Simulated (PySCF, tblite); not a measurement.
# C3H6NSSi radical: geometry, infrared bands and EPR parameters

What infrared bands and EPR parameters should C3H6NSSi radical (`[H]/N=C/C=[C]\S[SiH3]`) show?

The runs use tblite 0.8.0 and PySCF 2.14.0, with density-fitted response routines of our own; the level of theory stands in each step. All values are computed, except where a source is named. Atoms count from 0, in the outputs and in this text.

**1. The starting structure**

12 atoms, charge 0, multiplicity 2; geometry from: force field or distance geometry start.

Bonds of the start (Å): N0–C1 1.29, C1–C2 1.48, C2–C3 1.31, C3–S4 1.74, S4–Si5 2.13, N0–H6 1.05, C1–H7 1.09, C2–H8 1.10, Si5–H9 1.48, Si5–H10 1.49, Si5–H11 1.47.

**2. Geometry optimisation with GFN2-xTB**

What the job is given:

```
{"job": {"kind": "relax", "xc": "GFN2-xTB", "basis": "xTB"}, "charge": 0, "multiplicity": 2}
N     -2.715800    -0.128100    -0.182800
C     -1.489400    -0.185800     0.220300
C     -0.867400    -1.522300     0.169600
C      0.364400    -1.758900     0.532800
S      1.543100    -0.650200     1.182400
Si     2.044600     0.998500    -0.066800
H     -3.191900     0.812000    -0.154700
H     -0.954600     0.688600     0.593200
H     -1.454900    -2.375500    -0.207700
H      2.508100     0.495200    -1.379700
H      3.248700     1.644100     0.530600
H      0.966200     1.981600    -0.204200
```

The run is started by

```
$ OMP_NUM_THREADS=1 python probes_run.py task.json out
```

One launch serves the whole session: the jobs run in the order shown.

The program printed:

```text
step      E/eV     max force
  0    -469.35914    2.911
  1    -469.50504    2.143
  2    -469.57314    0.912
  3    -469.60874    0.486
  4    -469.65034    0.636
  5    -469.66806    0.456
  6    -469.68099    0.258
  7    -469.68678    0.201
  8    -469.69060    0.180
  9    -469.69618    0.223
 10    -469.70147    0.197
 11    -469.70565    0.175
 12    -469.70847    0.133
 13    -469.71071    0.161
 14    -469.71238    0.149
 15    -469.71356    0.100
 16    -469.71469    0.107
 17    -469.71635    0.112
 18    -469.71892    0.183
 19    -469.72187    0.205
 20    -469.72392    0.132
 21    -469.72496    0.094
 22    -469.72604    0.109
 23    -469.72790    0.150
 24    -469.73024    0.164
 25    -469.73203    0.121
 26    -469.73303    0.065
 27    -469.73375    0.080
 28    -469.73460    0.100
 29    -469.73584    0.148
 30    -469.73734    0.156
 31    -469.73893    0.115
 32    -469.74048    0.140
 33    -469.74189    0.125
 34    -469.74294    0.084
 35    -469.74351    0.060
 36    -469.74389    0.058
 37    -469.74454    0.077
 38    -469.74569    0.132
 39    -469.74746    0.178
 40    -469.74953    0.169
 41    -469.75150    0.128
 42    -469.75317    0.115
 43    -469.75447    0.095
 44    -469.75559    0.091
 45    -469.75650    0.087
 46    -469.75698    0.155
 47    -469.75814    0.093
 48    -469.75908    0.054
 49    -469.75964    0.054
 50    -469.75999    0.039
 51    -469.76019    0.028
 52    -469.76032    0.022
 53    -469.76043    0.018
 54    -469.76049    0.019
 55    -469.76053    0.019
 56    -469.76058    0.021
 57    -469.76066    0.027
 58    -469.76082    0.036
 59    -469.76110    0.047
 60    -469.76156    0.060
 61    -469.76220    0.078
 62    -469.76295    0.083
 63    -469.76385    0.099
 64    -469.76488    0.105
 65    -469.76624    0.107
 66    -469.76800    0.138
 67    -469.77111    0.153
 68    -469.77417    0.131
 69    -469.77758    0.108
 70    -469.77768    0.202
 71    -469.77704    0.269
 72    -469.78065    0.085
 73    -469.78149    0.090
 74    -469.78282    0.129
 75    -469.78415    0.122
 76    -469.78844    0.084
 77    -469.79016    0.127
 78    -469.79161    0.097
 79    -469.79216    0.120
 80    -469.79305    0.080
 81    -469.79401    0.068
 82    -469.79530    0.082
 83    -469.79615    0.069
 84    -469.79687    0.081
 85    -469.79783    0.081
 86    -469.79946    0.138
 87    -469.80221    0.205
 88    -469.80539    0.159
 89    -469.80687    0.147
 90    -469.80544    0.209
 91    -469.80952    0.102
 92    -469.81031    0.061
 93    -469.81132    0.078
 94    -469.81309    0.084
 95    -469.81403    0.095
 96    -469.81558    0.087
 97    -469.81713    0.147
 98    -469.81504    0.352
 99    -469.81826    0.192
100    -469.81852    0.096
101    -469.81911    0.042
102    -469.81940    0.040
103    -469.81975    0.044
104    -469.82020    0.082
105    -469.82072    0.056
106    -469.82133    0.075
107    -469.82190    0.047
108    -469.82211    0.042
109    -469.82225    0.036
110    -469.82243    0.030
111    -469.82258    0.026
112    -469.82269    0.036
113    -469.82283    0.037
114    -469.82294    0.029
115    -469.82302    0.019
116    -469.82306    0.014
117    -469.82309    0.018
118    -469.82312    0.018
119    -469.82318    0.024
120    -469.82324    0.022
121    -469.82330    0.019
122    -469.82335    0.019
123    -469.82340    0.017
124    -469.82346    0.019
125    -469.82350    0.017
126    -469.82353    0.015
127    -469.82356    0.019
128    -469.82362    0.020
129    -469.82372    0.029
130    -469.82388    0.036
131    -469.82406    0.033
132    -469.82422    0.032
133    -469.82435    0.033
134    -469.82448    0.033
135    -469.82467    0.030
136    -469.82491    0.040
137    -469.82515    0.044
138    -469.82535    0.054
139    -469.82549    0.040
140    -469.82556    0.025
141    -469.82560    0.011
142    -469.82562    0.011
143    -469.82562    0.005
```

Run time: 0.67 s. Hardware: 1 thread of Arm Neoverse V2, shared host.

Along the way: (not every step is listed)

```tsv
step	energy from step 0 (eV)	largest force (eV/Å)
0	0.0000	2.9112
1	-0.1459	2.1434
2	-0.2140	0.9118
3	-0.2496	0.4861
4	-0.2912	0.6361
5	-0.3089	0.4558
6	-0.3218	0.2576
7	-0.3276	0.2014
8	-0.3315	0.1803
21	-0.3658	0.0944
34	-0.3838	0.0836
47	-0.3990	0.0925
60	-0.4024	0.0602
73	-0.4223	0.0897
86	-0.4403	0.1379
99	-0.4591	0.1924
112	-0.4635	0.0356
125	-0.4644	0.0168
138	-0.4662	0.0538
139	-0.4663	0.0404
140	-0.4664	0.0251
141	-0.4665	0.0114
142	-0.4665	0.0110
143	-0.4665	0.0051
```

Close pairs (by a distance rule), those that changed most:

```tsv
bond	before (Å)	after (Å)	change (Å)
C3–S4	1.744	1.678	-0.066
S4–Si5	2.128	2.184	+0.056
N0–H6	1.054	1.016	-0.038
Si5–H10	1.491	1.454	-0.037
N0–C1	1.292	1.260	-0.033
Si5–H9	1.480	1.455	-0.026
C2–H8	1.102	1.082	-0.021
C1–C2	1.475	1.456	-0.019
```

The next job starts from the end point, and lists it.

**3. Infrared spectrum with GFN2-xTB**

What the job is given:

```
{"job": {"kind": "ir", "xc": "GFN2-xTB", "basis": "xTB"}, "charge": 0, "multiplicity": 2}
N     -3.248171    -0.563344     0.107654
C     -2.067729    -0.322479     0.474983
C     -0.954532    -0.961721    -0.213103
C      0.315507    -0.716612     0.027959
S      1.201219     0.123935     1.178364
Si     2.736880     0.856089    -0.191191
H     -3.981898    -0.089640     0.627278
H     -1.768693     0.350727     1.289644
H     -1.238874    -1.644548    -1.002497
H      3.312400    -0.321527    -0.822620
H      3.636982     1.566823     0.702275
H      2.058107     1.721612    -1.145895
```

The program printed:

```text
mode    cm-1     km/mol
  1      36.2      2.16
  2      84.8      1.50
  3      87.4      0.98
  4     124.3      2.36
  5     136.6     11.06
  6     325.1      1.89
  7     373.4     55.10
  8     462.2     57.02
  9     527.8     41.79
 10     543.3     28.76
 11     592.9      5.47
 12     713.0     61.24
 13     724.9    191.50
 14     743.1    380.75
 15     763.7    282.29
 16     770.2     65.21
 17     821.0      3.24
 18     982.4     14.47
 19    1004.7    144.75
 20    1161.3     23.43
 21    1214.4     19.78
 22    1346.4     25.71
 23    1625.8    553.27
 24    1698.9     66.61
 25    2328.8    237.90
 26    2342.4    115.86
 27    2355.3    209.42
 28    2837.2     75.54
 29    3049.6      6.74
 30    3346.1     35.96
```

Wall time 0.27 s (1 thread of Arm Neoverse V2, shared host).

Which atoms move in the most intense modes:

```tsv
cm⁻¹	km/mol	atoms
725	191.5	H10 54 %, H9 33 %
743	380.8	H11 25 %, H10 21 %, S4 14 %, C3 13 %
764	282.3	H11 47 %, H9 40 %
1005	144.8	H6 39 %, C2 25 %, C1 18 %
1626	553.3	C2 36 %, C3 34 %, C1 19 %
2329	237.9	H11 91 %
2342	115.9	H9 88 %
2355	209.4	H10 93 %
```

**4. g tensor and hyperfine couplings: B3LYP/pcH-1**

Same as in step 3 but for these lines:

```diff
@@ -1,2 +1,2 @@
-{"job": {"kind": "ir", "xc": "GFN2-xTB", "basis": "xTB"}, "charge": 0, "multiplicity": 2}
+{"job": {"kind": "epr", "basis": "pcH-1"}, "charge": 0, "multiplicity": 2}
 N     -3.248171    -0.563344     0.107654
```

Method: UKS B3LYP, pcH-1 on C H N S Si, non-relativistic, mean-field spin-orbit, GIAO.

The program printed:

```text
UKS, coarse grid
  cycle   1  E = -860.24017011  |g| = 3.53e-01
  cycle   2  E = -860.12270680  |g| = 5.91e-01
  cycle   3  E = -860.28978455  |g| = 1.25e-01
  cycle   4  E = -860.29653177  |g| = 5.72e-02
  cycle   5  E = -860.29838211  |g| = 1.72e-02
  cycle   6  E = -860.29855741  |g| = 4.92e-03
  cycle   7  E = -860.29858858  |g| = 2.45e-03
  cycle   8  E = -860.29859787  |g| = 1.90e-03
  cycle   9  E = -860.29860235  |g| = 8.92e-04
UKS, final grid
  cycle   1  E = -860.29859380  |g| = 1.20e-03
  cycle   2  E = -860.29859278  |g| = 2.16e-03
  cycle   3  E = -860.29859524  |g| = 2.93e-04
  cycle   4  E = -860.29859547  |g| = 2.66e-04
  cycle   5  E = -860.29859570  |g| = 1.73e-04
  cycle   6  E = -860.29859572  |g| = 3.22e-05
  cycle   7  E = -860.29859572  |g| = 1.43e-05
E = -860.29859572 Eh   <S^2> = 0.7582 (exact 0.7500)
g shifts (ppm)      1          2          3
  rmc          -175       -175       -175
  gc             -0         37         -3
  oz_so       -1075        118       3526
  total       -1250        -20       3349
hyperfine (MHz)  atom isotope    a_iso     a_fc   dipolar eigenvalues
    0   14N       4.07       4.06     -2.64      0.88      1.77
    1   13C      65.54      65.54     -6.29     -3.56      9.85
    2   13C       6.98       7.00    -14.61     -0.64     15.24
    3   13C     331.55     331.47    -69.57    -52.32    121.89
    4   33S      -4.55      -4.42    -21.52    -16.81     38.32
    5  29Si     -40.74     -40.80     -6.05      2.94      3.11
    6    1H      13.54      13.54     -1.19     -0.55      1.73
    7    1H      -0.50      -0.51     -4.21     -0.61      4.83
    8    1H      81.55      81.56     -7.47     -4.17     11.64
    9    1H       1.55       1.55     -3.33     -1.92      5.25
   10    1H       7.24       7.23     -1.64     -1.34      2.98
   11    1H       2.20       2.20     -2.35     -1.68      4.03
```

Run time: 48 s. Hardware: 1 thread of Arm Neoverse V2, shared host; peak memory 0.84 GiB.

Principal g values 2.00107, 2.00230, 2.00567; g(iso) = 2.00301, against 2.00232 for a free electron.

Mean a(iso) over the nuclei that a row names, and the largest dipolar term of the row (other rows stand at the frozen geometry):

```tsv
nuclei	isotope	a(iso) (MHz)	a(iso) (G, at g = 2.0023)	largest dipolar term (MHz)
C3	13C	331.6	118.3	121.9
H8	1H	81.5	29.1	11.6
C1	13C	65.5	23.4	9.9
Si5	29Si	-40.7	-14.5	-6.1
H6	1H	13.5	4.8	1.7
C2	13C	7.0	2.5	15.2
S4	33S	-4.5	-1.6	38.3
N0	14N	4.1	1.5	-2.6
H9, H10, H11	1H	3.7	1.3	5.3
H7	1H	-0.5	-0.2	4.8
```

Mulliken spin populations:

```tsv
atom	value (e)
N0	-0.02
C1	0.06
C2	-0.08
C3	0.83
S4	0.15
Si5	0.02
H6	0.01
H7	0.00
H8	0.03
H9	0.01
H10	0.01
H11	0.00
```

In first order the couplings over 0.8 MHz of 1H, 14N give 48 distinct lines over 40.8 G, if the averaged nuclei exchange fast; the same motion can average rows kept apart here too.

Orbitals, density, ELF and potential are computed afterwards from the orbital file.

ELF in a plane through or near 7 of the atoms.

Values, 10 rows by 14 columns:
```
0.00 0.00 0.00 0.00 0.00 0.00 0.00 0.00 0.00 0.00 0.00 0.00 0.00 0.00
0.00 0.00 0.00 0.00 0.00 0.00 0.00 0.00 0.00 0.00 0.00 0.00 0.00 0.00
0.00 0.00 0.45 0.66 0.01 0.10 0.40 0.01 0.11 0.31 0.00 0.00 0.00 0.00
0.00 0.20 1.00 1.00 0.15 0.49 0.87 0.07 0.92 0.96 0.03 0.68 0.05 0.00
0.00 0.23 0.99 0.99 0.15 0.85 0.79 0.08 0.61 0.73 0.47 0.94 0.24 0.00
0.00 0.01 0.13 0.39 0.16 0.46 0.70 0.76 0.64 0.43 0.65 0.68 0.04 0.00
0.00 0.00 0.40 1.00 0.98 0.05 0.91 0.75 0.39 0.20 0.72 0.78 0.02 0.00
0.00 0.00 0.39 1.00 0.94 0.02 0.65 0.08 0.99 0.91 0.01 0.04 0.00 0.00
0.00 0.00 0.00 0.08 0.05 0.00 0.01 0.00 0.42 0.23 0.00 0.00 0.00 0.00
0.00 0.00 0.00 0.00 0.00 0.00 0.00 0.00 0.00 0.00 0.00 0.00 0.00 0.00
```
The map spans 13.1 Å across and 8.8 Å up, centred on the molecule. Atoms in the plane (x, y in Å): C1 (2.1, 0.3), C2 (1.1, -0.8), Si5 (-2.9, 0.1), H7 (1.7, 1.3), H8 (1.5, -1.8), H9 (-3.2, -1.2), H10 (-3.8, 1.1).

On the surface of density 0.002 e/bohr³ the electrostatic potential runs, from the 1st to the 99th percentile, from -1.86 V near N0 to 1.66 V near H9.

The spin density lies nearest to C3 63 %; S4 17 %.

**5. Outcome**

| quantity | value |
| --- | --- |
| strongest single infrared mode (GFN2-xTB) | 1626 cm⁻¹, 553 km/mol |
| zero-point energy (GFN2-xTB) | 47.4 kcal/mol |
| g(iso) (B3LYP) | 2.00301 |
| ⟨S²⟩ | 0.758 (exact 0.75) |
| largest a(iso) (averaged by class) | 13C on C3, 331.6 MHz |
| potential on the surface of density 0.002 e/bohr³, 1st and 99th percentile | -1.86 V and 1.66 V |

**Reading.** Relaxing lowered the energy by 0.466 eV in 143 steps; the close pair that moved most is C3–S4, from 1.744 to 1.678 Å. No mode is imaginary among the 30: a minimum at this level. The strongest single mode, at 1626 cm⁻¹, is carried by C2, C3, C1. Unscaled tight-binding wavenumbers are off by several per cent, some by more. Its intensities can rank the bands wrongly. C3 carries the largest spin population, 0.83 e. The isotropic g lies 0.7 ppt above the free-electron value. These values are for one conformer; the search (at its own cheap level) found 2 more, at 0.67, 1.93 kcal/mol, and measured spectra average over such forms.
